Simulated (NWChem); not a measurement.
# A workflow on the pair CH5BO···SiH2O

Aim: a single-point energy (singlet CH7BO2Si, SVWN5/pcseg-1), then a single-point energy (singlet CH5BO, SVWN5/pcseg-1), then a single-point energy (singlet SiH2O, SVWN5/pcseg-1), then a single-point energy (singlet CH5BO, SVWN5/pcseg-1), then the energy (singlet SiH2O, SVWN5/pcseg-1) of CH7BO2Si and its partners. 

The calculation is run with NWChem 7.3.0.

**1. Starting point**

The species is CH7BO2Si (12 atoms), meant as a singlet with charge 0. The two molecules were placed rigidly side by side, at 0.85 times their contact distance; the pair isn't optimised.

Bond lengths: C1–B2 1.559 Å, B2–O3 1.357 Å, O9–Si10 1.516 Å, C1–H4 1.092 Å, C1–H5 1.096 Å, C1–H6 1.096 Å, B2–H7 1.207 Å, O3–H8 0.960 Å, Si10–H11 1.485 Å, Si10–H12 1.486 Å. Some angles: C1–B2–O3 119.4°, C1–B2–H7 121.8°, O3–B2–H7 118.7°, B2–C1–H4 113.4°, B2–C1–H5 110.2°, B2–C1–H6 110.2°, B2–O3–H8 113.1°, O9–Si10–H11 124.0°, O9–Si10–H12 124.0°, H4–C1–H5 108.7°.

**2. A single-point energy at SVWN5/pcseg-1 (run 1)**

File run.nw:

```
start run
memory 2200 mb

geometry units au noautosym nocenter noautoz
   C  -1.19079202  1.35572732 -0.60019591
   B   0.93968521 -0.44026839  0.35373783
   O   0.43304964 -2.93130537  0.68519580
   H  -2.98546492  0.39366775 -0.93052004
   H  -0.60478795  2.29078270 -2.35253895
   H  -1.49673868  2.88602753  0.76097381
   H   3.04049375  0.32166918  0.80840594
   H   1.86451718 -3.87635740  1.27497932
   O  -2.74393902 10.67415581  1.84752854
   Si -1.83190051  8.10677390  2.73144794
   H  -2.57575340  6.92803833  5.16811749
   H  -0.08722976  6.46811678  1.26445354
end

basis spherical bse
   * library pcseg-1
end

dft
   xc slater vwn_5
   grid fine
   convergence energy 1e-08
   maxiter 100
   mulliken
   print low
end

task dft energy
```

Started as:

```bash
$ nwchem run.nw > run.out
```

What it wrote:

```text
[...]
 d= 0,ls=0.0,diis     1   -503.9347748685 -6.83D+02  5.38D-02  2.01D+00     2.0
[...]
 d= 0,ls=0.0,diis    13   -504.1577671533 -1.95D-10  1.04D-07  1.84D-10    17.0
         Total DFT energy =     -504.157767153347
      One electron energy =    -1051.819488003330
           Coulomb energy =      416.157420057340
    Exchange-Corr. energy =      -47.182233984444
 Nuclear repulsion energy =      178.686534777088
[...]
      Total Density - Mulliken Population Analysis
     ---------------------------------------------
    Atom       Charge   Shell Charges
 -----------   ------   -------------------------------------------------------
    1 C    6     6.51   1.99  0.72  0.47  2.22  1.10  0.02
    2 B    5     4.84   1.99  0.65  0.26  1.58  0.29  0.07
    3 O    8     8.27   1.99  0.90  0.80  2.98  1.59  0.01
    4 H    1     0.85   0.72  0.11  0.02
    5 H    1     0.84   0.72  0.11  0.02
    6 H    1     0.90   0.72  0.16  0.02
    7 H    1     1.05   0.75  0.29  0.01
    8 H    1     0.74   0.67  0.02  0.05
    9 O    8     8.41   1.99  0.92  0.92  2.86  1.71  0.01
   10 Si  14    13.48   2.00  1.99  1.02  0.20  5.98  1.88  0.17  0.25
[...]
```

It took 18 s on 1 thread of Intel Xeon Platinum 8488C (Sapphire Rapids), shared host; peak memory 0.12 GiB.

**3. CH5BO: the energy at SVWN5/pcseg-1 (run 2)**

File ch5bo.nw:

```
start ch5bo
memory 2200 mb

geometry units angstrom noautosym nocenter noautoz
 C    -0.630140    0.717420   -0.317610
 B     0.497260   -0.232980    0.187190
 O     0.229160   -1.551180    0.362590
 H    -1.579840    0.208320   -0.492410
 H    -0.320040    1.212230   -1.244910
 H    -0.792040    1.527220    0.402690
 H     1.608960    0.170220    0.427790
 H     0.986660   -2.051280    0.674690
end

basis spherical bse
 * library pcseg-1
end

dft
 xc slater vwn_5
 grid fine
 convergence energy 1e-08
 iterations 100
 mulliken
 noprint "final vectors analysis"
end

task dft energy
```

Started as:

```bash
$ nwchem ch5bo.nw > ch5bo.out
```

What it wrote:

```text
[...]
          Wavefunction type:  closed shell.
          No. of atoms     :     8
          No. of electrons :    24
[...]
          Charge           :     0
          Spin multiplicity:     1
[...]
          AO basis - number of functions:    67
[...]
              XC Information
              --------------
                        Slater Exchange Functional  1.000 local
                      VWN V Correlation Functional  1.000 local
[...]
 d= 0,ls=0.0,diis     1   -139.9273453485 -2.07D+02  2.14D-02  6.89D-01     0.6
[...]
 d= 0,ls=0.0,diis    11   -139.9888307108 -1.50D-10  1.03D-07  1.06D-10     4.5
         Total DFT energy =     -139.988830710832
      One electron energy =     -322.619005668449
           Coulomb energy =      134.727665424924
    Exchange-Corr. energy =      -18.690076007968
 Nuclear repulsion energy =       66.592585540660
[...]
      Total Density - Mulliken Population Analysis
     ---------------------------------------------
    Atom       Charge   Shell Charges
 -----------   ------   -------------------------------------------------------
    1 C    6     6.53   1.99  0.72  0.47  2.22  1.11  0.02
    2 B    5     4.84   1.99  0.65  0.26  1.58  0.29  0.07
    3 O    8     8.28   1.99  0.90  0.80  2.98  1.59  0.01
    4 H    1     0.86   0.72  0.12  0.02
    5 H    1     0.85   0.72  0.12  0.02
    6 H    1     0.85   0.72  0.12  0.02
    7 H    1     1.05   0.75  0.29  0.01
    8 H    1     0.74   0.67  0.02  0.05
[...]
```

Run time: 5.1 s. Hardware: 1 thread of Intel Xeon Platinum 8488C (Sapphire Rapids), shared host; peak memory 0.11 GiB.

**4. SiH2O: a single-point energy at SVWN5/pcseg-1 (run 3)**

File job.nw:

```
start job
title "H2OSi energy"
memory 2200 mb

geometry units au noautosym nocenter noautoz
  O  -2.74393902 10.67415581  1.84752854
  Si -1.83190051  8.10677390  2.73144794
  H  -2.57575340  6.92803833  5.16811749
  H  -0.08722976  6.46811678  1.26445354
end

basis spherical bse
  * library pcseg-1
end

dft
  xc slater vwn_5
  grid fine
  convergence energy 1e-08
  maxiter 100
  mulliken
  noprint "final vectors analysis"
end

task dft energy
```

Started as:

```bash
$ nwchem job.nw > job.out
```

What it wrote:

```text
[...]
          Wavefunction type:  closed shell.
          No. of atoms     :     4
          No. of electrons :    24
[...]
          Charge           :     0
          Spin multiplicity:     1
[...]
          AO basis - number of functions:    42
[...]
              XC Information
              --------------
                        Slater Exchange Functional  1.000 local
                      VWN V Correlation Functional  1.000 local
[...]
 d= 0,ls=0.0,diis     1   -364.0071892403 -4.16D+02  1.26D-01  1.31D+00     0.4
[...]
 d= 0,ls=0.0,diis     8   -364.1671284650  2.58D-09  9.44D-06  1.12D-07     1.7
         Total DFT energy =     -364.167128465045
      One electron energy =     -610.241174474446
           Coulomb energy =      222.076436813368
    Exchange-Corr. energy =      -28.487078494888
 Nuclear repulsion energy =       52.484687690921
[...]
      Total Density - Mulliken Population Analysis
     ---------------------------------------------
    Atom       Charge   Shell Charges
 -----------   ------   -------------------------------------------------------
    1 O    8     8.42   1.99  0.92  0.92  2.86  1.72  0.01
    2 Si  14    13.48   2.00  1.99  1.02  0.22  5.98  1.88  0.16  0.25
    3 H    1     1.05   0.72  0.33  0.01
    4 H    1     1.05   0.72  0.33  0.01
[...]
```

Run time: 2.2 s. Hardware: 1 thread of Intel Xeon Platinum 8488C (Sapphire Rapids), shared host; peak memory 0.11 GiB.

**5. CH5BO among ghost functions: the energy at SVWN5/pcseg-1 (with ghost functions) (run 4)**

File job.nw:

```
start job
title "CH5BO energy"
memory stack 880 mb heap 220 mb global 1100 mb

geometry noautosym nocenter noautoz
C     -0.630140     0.717420    -0.317610
B      0.497260    -0.232980     0.187190
O      0.229160    -1.551180     0.362590
H     -1.579840     0.208320    -0.492410
H     -0.320040     1.212230    -1.244910
H     -0.792040     1.527220     0.402690
H      1.608960     0.170220     0.427790
H      0.986660    -2.051280     0.674690
bqO     -1.452030     5.648520     0.977670
bqSi    -0.969400     4.289920     1.445420
bqH     -1.363030     3.666160     2.734850
bqH     -0.046160     3.422780     0.669120
end

basis spherical bse
C library pcseg-1
B library pcseg-1
O library pcseg-1
H library pcseg-1
bqO library O pcseg-1
bqSi library Si pcseg-1
bqH library H pcseg-1
end

dft
xc slater vwn_5
grid fine
convergence energy 1e-08
maxiter 100
mulliken
noprint "final vectors analysis"
end

task dft energy
```

Started as:

```bash
$ nwchem job.nw > job.out
```

What it wrote:

```text
[...]
          Wavefunction type:  closed shell.
          No. of atoms     :    12
          No. of electrons :    24
[...]
          Charge           :     0
          Spin multiplicity:     1
[...]
          AO basis - number of functions:   109
[...]
              XC Information
              --------------
                        Slater Exchange Functional  1.000 local
                      VWN V Correlation Functional  1.000 local
[...]
 d= 0,ls=0.0,diis     1   -139.9274953064 -2.07D+02  1.32D-02  6.90D-01     1.7
[...]
 d= 0,ls=0.0,diis    11   -139.9890088588 -1.57D-10  6.37D-08  1.09D-10    12.9
         Total DFT energy =     -139.989008858807
      One electron energy =     -322.615588086041
           Coulomb energy =      134.723610186325
    Exchange-Corr. energy =      -18.689616499751
 Nuclear repulsion energy =       66.592585540660
[...]
      Total Density - Mulliken Population Analysis
     ---------------------------------------------
    Atom       Charge   Shell Charges
 -----------   ------   -------------------------------------------------------
    1 C    6     6.55   1.99  0.72  0.47  2.22  1.13  0.02
    2 B    5     4.85   1.99  0.65  0.26  1.58  0.29  0.07
    3 O    8     8.28   1.99  0.90  0.80  2.98  1.59  0.01
    4 H    1     0.86   0.72  0.12  0.02
    5 H    1     0.85   0.72  0.12  0.02
    6 H    1     0.82   0.72  0.09  0.02
    7 H    1     1.05   0.75  0.29  0.01
    8 H    1     0.74   0.67  0.02  0.05
    9 X    0    -0.00  -0.00 -0.00 -0.00  0.00 -0.00 -0.00
   10 X    0     0.01   0.00  0.00 -0.00  0.00 -0.00 -0.00  0.01  0.00
[...]
```

Run time: 14 s. Hardware: 1 thread of Intel Xeon Platinum 8488C (Sapphire Rapids), shared host; peak memory 0.12 GiB.

**6. SiH2O among ghost functions: the energy at SVWN5/pcseg-1 (with ghost functions) (run 5)**

File m1.nw:

```
start m1
memory total 2200 mb
charge 0

geometry units angstrom noautosym nocenter noautoz
 O    -1.452030    5.648520    0.977670
 Si   -0.969400    4.289920    1.445420
 H    -1.363030    3.666160    2.734850
 H    -0.046160    3.422780    0.669120
 bqC     -0.630140     0.717420    -0.317610
 bqB      0.497260    -0.232980     0.187190
 bqO      0.229160    -1.551180     0.362590
 bqH     -1.579840     0.208320    -0.492410
 bqH     -0.320040     1.212230    -1.244910
 bqH     -0.792040     1.527220     0.402690
 bqH      1.608960     0.170220     0.427790
 bqH      0.986660    -2.051280     0.674690
end

basis spherical bse
 O library pcseg-1
 Si library pcseg-1
 H library pcseg-1
 bqC library C pcseg-1
 bqB library B pcseg-1
 bqO library O pcseg-1
 bqH library H pcseg-1
end

dft
 xc slater vwn_5
 mult 1
 grid fine
 convergence energy 1e-08
 maxiter 100
 mulliken
 print low
end

task dft energy
```

Started as:

```bash
$ nwchem m1.nw > m1.out
```

What it wrote:

```text
[...]
 d= 0,ls=0.0,diis     1   -364.0079496471 -4.16D+02  4.99D-02  1.31D+00     1.7
[...]
 d= 0,ls=0.0,diis     8   -364.1678268816  8.34D-09  4.16D-06  1.78D-07     9.7
         Total DFT energy =     -364.167826881600
      One electron energy =     -610.226333164747
           Coulomb energy =      222.059168003552
    Exchange-Corr. energy =      -28.485353144199
 Nuclear repulsion energy =       52.484691423795
[...]
      Total Density - Mulliken Population Analysis
     ---------------------------------------------
    Atom       Charge   Shell Charges
 -----------   ------   -------------------------------------------------------
    1 O    8     8.41   1.99  0.92  0.92  2.86  1.71  0.01
    2 Si  14    13.49   2.00  1.99  1.02  0.21  5.98  1.89  0.17  0.25
    3 H    1     1.05   0.72  0.32  0.01
    4 H    1     1.04   0.72  0.32  0.01
    5 X    0    -0.00   0.00  0.00 -0.00 -0.00 -0.00 -0.00
    6 X    0    -0.00   0.00  0.00 -0.00  0.00 -0.00 -0.00
    7 X    0    -0.00   0.00 -0.00 -0.00 -0.00 -0.00 -0.00
    8 X    0    -0.00   0.00 -0.00 -0.00
    9 X    0     0.00  -0.00  0.00 -0.00
   10 X    0     0.01   0.00  0.01  0.00
[...]
```

It took 11 s on 1 thread of Intel Xeon Platinum 8488C (Sapphire Rapids), shared host; peak memory 0.12 GiB.

**7. Summary of results**

| quantity | value |
| --- | --- |
| run 1, SVWN5/pcseg-1: total energy | -504.15777 Eh |
| CH5BO: total energy | -139.98883 Eh |
| CH5BO: dipole moment | 1.10 D |
| SiH2O: total energy | -364.16713 Eh |
| SiH2O: dipole moment | 3.47 D |
| CH5BO among ghost functions: total energy | -139.98901 Eh |
| CH5BO among ghost functions: dipole moment | 1.11 D |
| SiH2O among ghost functions: total energy | -364.16783 Eh |
| interaction energy of the rigid parts CH5BO and SiH2O (parts in their own basis; closest atoms 2.05 Å apart) | -0.049 eV |
| interaction energy of the rigid parts CH5BO and SiH2O (parts in the whole basis, counterpoise; closest atoms 2.05 Å apart) | -0.025 eV |

The interaction energy of the rigid parts CH5BO and SiH2O (parts in their own basis; closest atoms 2.05 Å apart) is −0.05 eV (−1.1 kcal/mol): the parts attract. Without counterpoise this holds the superposition error of the basis. The interaction energy of the rigid parts CH5BO and SiH2O (parts in the whole basis, counterpoise; closest atoms 2.05 Å apart) is −0.03 eV (−0.6 kcal/mol): the parts attract. The basis-set superposition error is 2.3 kJ/mol. Mulliken charges (CH5BO) run from -0.53 on C1 to +0.26 on H8; they depend strongly on the basis.
